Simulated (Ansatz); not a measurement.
# SnNH5: one species, many methods

One table from this session's results is given with a row withheld; the runs are named, their logs left out.

Computed with Ansatz 0.2.0, Gaussian basis. Level: functionals in def2-TZVPP, the program's frozen cores in correlated methods.

Levels to be run: LDA (SPW92), PBE-D4, revPBE-D4, BLYP-D4, r2SCAN-D4, B97M-V, PBE0-D4, B3LYP-D4, r2SCANh-D4, r2SCAN0-D4, HSE06-D4, BHLYP-D4, CAM-B3LYP-D4, LC-ωPBE, ωB97X-V, ωB97M-V, B2PLYP, PBE-QIDH; CCSD(T)/def2-SVP; CCSD(T)/def2-TZVPP; MP2/def2-QZVPP; extrapolation to the limit; RPA on PBE.

### The geometry

All runs share one geometry, relaxed beforehand with PBE0-D4 in a triple-zeta def2 set. Sn takes the def2 core potential; no spin-orbit term is included.

SMILES `[NH2][SnH3]`, 7 atoms, charge 0, spin multiplicity 1.

Atoms are counted from 1 here; the program's logs count them from 0.

Bond lengths: N1–Sn2 2.032 Å, N1–H3 1.012 Å, N1–H4 1.012 Å, Sn2–H5 1.704 Å, Sn2–H6 1.704 Å, Sn2–H7 1.717 Å. Angles: Sn2–N1–H3 112.9°, Sn2–N1–H4 112.9°, H3–N1–H4 107.1°, N1–Sn2–H5 105.9°, N1–Sn2–H6 105.9°, N1–Sn2–H7 113.4°, H5–Sn2–H6 112.1°, H5–Sn2–H7 109.7°, H6–Sn2–H7 109.7°.

Set-up of the first run:

Input file in.yaml:

```yaml
crystal:
  periodic: [false, false, false]
  atoms:
    - {symbol: N, position_ang: [-0.499637, -1.183300, 0.116576]}
    - {symbol: Sn, position_ang: [0.136845, 0.730376, -0.135610]}
    - {symbol: H, position_ang: [-0.001830, -1.844464, -0.466461]}
    - {symbol: H, position_ang: [-0.413715, -1.504861, 1.072661]}
    - {symbol: H, position_ang: [-0.115787, 1.092762, -1.781747]}
    - {symbol: H, position_ang: [-0.836268, 1.684426, 0.887996]}
    - {symbol: H, position_ang: [1.791692, 0.957062, 0.260883]}
basis:
  gaussian: {orbitals: def2-TZVPP}
hamiltonian: {xc: lda}
output: {orbitals: {seedname: orbitals}}
```

Among the steps run: LDA; PBE-D4 (GGA); revPBE-D4 (GGA); BLYP-D4 (GGA); r2SCAN-D4 (meta-GGA); B97M-V (meta-GGA); PBE0-D4 (hybrid); B3LYP-D4 (hybrid); r2SCANh-D4 (hybrid); r2SCAN0-D4 (hybrid); HSE06-D4 (hybrid); BHLYP-D4 (hybrid); CAM-B3LYP-D4 (range-separated); LC-ωPBE-D4 (range-separated; the results give it without D4); ωB97X-V (range-separated); ωB97M-V (range-separated); B2PLYP (double hybrid); PBE-QIDH (double hybrid).

One table of the session follows, with a row left open; its other results are not shown here.

It belongs to the step «Frontier levels by functional». 

| functional | HOMO (eV) | gap (eV) |
| --- | --- | --- |
| LDA (SPW92) | -5.92 | 4.80 |
| PBE-D4 | -5.80 | 4.85 |
| revPBE-D4 | -5.76 | 4.89 |
| BLYP-D4 | -5.69 | 4.76 |
| r2SCAN-D4 | -6.10 | 5.60 |
| B97M-V | -6.24 | 5.41 |
| PBE0-D4 | -7.21 | 7.03 |
| B3LYP-D4 | -6.97 | 6.50 |
| r2SCANh-D4 | -6.62 | 6.38 |
| r2SCAN0-D4 | -7.42 | 7.53 |
| HSE06-D4 | -6.81 | 6.26 |
| BHLYP-D4 | -8.53 | 8.97 |
| CAM-B3LYP-D4 | -8.62 | 9.21 |
| LC-ωPBE | ? | ? |
| ωB97X-V | -9.65 | 11.23 |
| ωB97M-V | -9.55 | 10.75 |

Estimate the missing values for LC-ωPBE.

The run gave: HOMO (eV): -10.01; gap (eV): 11.75. In the column «HOMO (eV)» it is the lowest.
